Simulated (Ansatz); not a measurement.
# Ba2TeS: the cost of one run

Method: reference: DFT, HSE06, plane waves, PAW, in Ansatz 0.2.0.

1 further run of the same task is left out (it didn't finish).

### 1 The system as given

Symmetry: R-3m, No. 166, trigonal system. Conventional cell: a = 4.751 Å, b = 4.751 Å, c = 23.468 Å, α = 90.00°, β = 90.00°, γ = 120.00°. S (site symmetry -3m) has 6 Ba at 3.27 Å as nearest neighbours. Te (site symmetry -3m) is surrounded by 6 Ba at 3.47 Å. Ba (site symmetry 3m) has 3 S at 3.27 Å and 3 Te at 3.47 Å as nearest neighbours.

Structure file:

```cif
data_structure
_symmetry_space_group_name_H-M 'R-3m:H'
_symmetry_Int_Tables_number 166
_cell_length_a 4.7512
_cell_length_b 4.7512
_cell_length_c 23.4676
_cell_angle_alpha 90.000
_cell_angle_beta 90.000
_cell_angle_gamma 120.000
_cell_volume 458.79
loop_
_atom_site_label
_atom_site_type_symbol
_atom_site_symmetry_multiplicity
_atom_site_Wyckoff_symbol
_atom_site_fract_x
_atom_site_fract_y
_atom_site_fract_z
_atom_site_occupancy
S1 S 3 a 0.00000 0.00000 0.00000 1
Te1 Te 3 b 0.66667 0.33333 0.83333 1
Ba1 Ba 6 c 0.33333 0.66667 0.92420 1
```

### 2 Baseline

input.yaml reads:

```yaml
crystal:
  lattice:
    - [2.3756158083, 1.3715624264, 7.8225411376]
    - [-2.3756158083, 1.3715624264, 7.8225411376]
    - [0.0, -2.7431248529, 7.8225411376]
  atoms:
    - { symbol: S, position: [1.0, 0.0, 0.0] }
    - { symbol: Te, position: [0.5, 0.5, 0.5] }
    - { symbol: Ba, position: [0.2575375935, 0.2575375935, 0.2575375935] }
    - { symbol: Ba, position: [0.7424624065, 0.7424624065, 0.7424624065] }
kpoints:
  mp_grid: { grid: [4, 4, 4] }
hamiltonian:
  xc: hse06
scf:
  occupations: { method: fixed }
  n_extra_bands: 5
output:
  forces: true
  stress: true
  eigenvalues: true
```

The run is started by

```console
> ansatz run input.yaml --threads 4 --pin off --max-ram 3686MiB --backend cpu --events-out ev --progress --plain --runs-dir out
```

**Question.** How long does this run take on 4 threads of Intel Xeon Platinum 8488C (Sapphire Rapids), shared host, and how much memory does it need?

About 42 s, with a peak of 2.9 GiB.
